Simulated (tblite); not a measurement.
# CH12OSi5: the cost of one run

The runs use tblite 0.8.0 and PySCF 2.14.0, with density-fitted response routines of our own; the level of theory stands in each step. All values are computed, except where a source is named. Atoms count from 0, in the outputs and in this text.

### Step 1. The starting structure

19 atoms, charge 0, multiplicity 1; geometry from: force field or distance geometry start.

Bonds of the start (Å): C0–Si1 1.87, Si1–Si2 2.23, Si2–Si3 2.24, Si3–Si4 2.26, Si4–O5 1.70, Si4–Si6 2.25, Si6–Si1 2.24, C0–H7 1.13, C0–H8 1.10, C0–H9 1.09, Si1–H10 1.45, Si2–H11 1.47, Si2–H12 1.48, Si3–H13 1.46, Si3–H14 1.46, Si4–H15 1.46, O5–H16 1.00, Si6–H17 1.46, Si6–H18 1.45.

### Step 2. Optimising the geometry with GFN2-xTB

The job: settings as JSON, then the geometry in Å.

```
{"job": {"kind": "relax", "xc": "GFN2-xTB", "basis": "xTB"}, "charge": 0, "multiplicity": 1}
C      2.531800    -0.061700     0.453600
Si     1.375500    -0.361900    -0.982300
Si     0.204300     1.510300    -1.259900
Si    -1.748600     1.211300    -0.194000
Si    -1.217900    -0.478900     1.214100
O     -2.645300    -1.156200     1.832400
Si    -0.185100    -1.811100    -0.275100
H      1.959100     0.308800     1.349700
H      2.998800    -1.012500     0.744400
H      3.235100     0.725400     0.171900
H      2.044300    -0.811600    -2.188800
H     -0.090700     1.760000    -2.681700
H      0.888000     2.672100    -0.650300
H     -2.722800     0.695600    -1.148300
H     -2.194900     2.397600     0.534000
H     -0.281700    -0.002800     2.234200
H     -3.386500    -0.487900     1.828400
H      0.378400    -3.011800     0.336900
H     -1.151700    -2.075500    -1.326500
```

The run is started by

```bash
$ OMP_NUM_THREADS=1 python probes_run.py task.json out
```

One launch serves the whole session: the jobs run in the order shown.

**Question.** How long does this first job take on 1 thread of Arm Neoverse V1, shared host, and how much memory does it need?

About 1.9 s, with a peak of 0.18 GiB.
